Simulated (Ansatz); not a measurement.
# CH4GaInO: the cost of one run

Program: Ansatz 0.2.0. Level of theory: RKS PBE0-D4/def2-SVP. These are calculated values, not measurements.

### 1 The starting structure

Bond lengths: C1–O2 1.254 Å, O2–Ga3 2.194 Å, C1–H5 1.097 Å, C1–H6 1.097 Å, In4–H8 2.019 Å. Angles: C1–O2–Ga3 126.7°, O2–C1–H5 120.8°, O2–C1–H6 120.8°, H5–C1–H6 117.1°.

Structure file:

```xyz
8

C    -0.6290    1.3951   -0.2126
O     0.5394    1.2830   -0.6525
Ga    1.8113   -0.5020   -0.5551
In   -1.0964   -1.2051    0.8345
H    -0.8162    1.8257    0.7785
H    -1.4931    1.2763   -0.8775
H     3.6013   -1.1688   -0.8684
H    -1.9172   -2.9042    1.5531
```

### 2 Relaxing end A

input.yaml reads:

```yaml
crystal:
  periodic: [false, false, false]
  atoms:
    - { symbol: C, position_ang: [-0.62904, 1.39515, -0.21256] }
    - { symbol: O, position_ang: [0.53944, 1.28296, -0.65249] }
    - { symbol: Ga, position_ang: [1.8113, -0.50202, -0.55507] }
    - { symbol: In, position_ang: [-1.09645, -1.20513, 0.83446] }
    - { symbol: H, position_ang: [-0.81622, 1.82575, 0.77848] }
    - { symbol: H, position_ang: [-1.49311, 1.27626, -0.87752] }
    - { symbol: H, position_ang: [3.60132, -1.16882, -0.86844] }
    - { symbol: H, position_ang: [-1.91724, -2.90415, 1.55313] }
basis:
  gaussian: { orbitals: def2-SVP }
hamiltonian:
  xc: pbe0
  dispersion: d4
relax:
  f_tol: 0.02
  max_steps: 50
output:
  orbitals: {}
```

Run with:

```console
> ansatz run input.yaml --threads 2 --pin off --max-ram 3072MiB --backend cpu --events-out ev --progress --plain --runs-dir out
```

What time and memory should one allow on 2 threads of Arm Neoverse V1, shared host?

About 51 s, with a peak of 0.26 GiB.
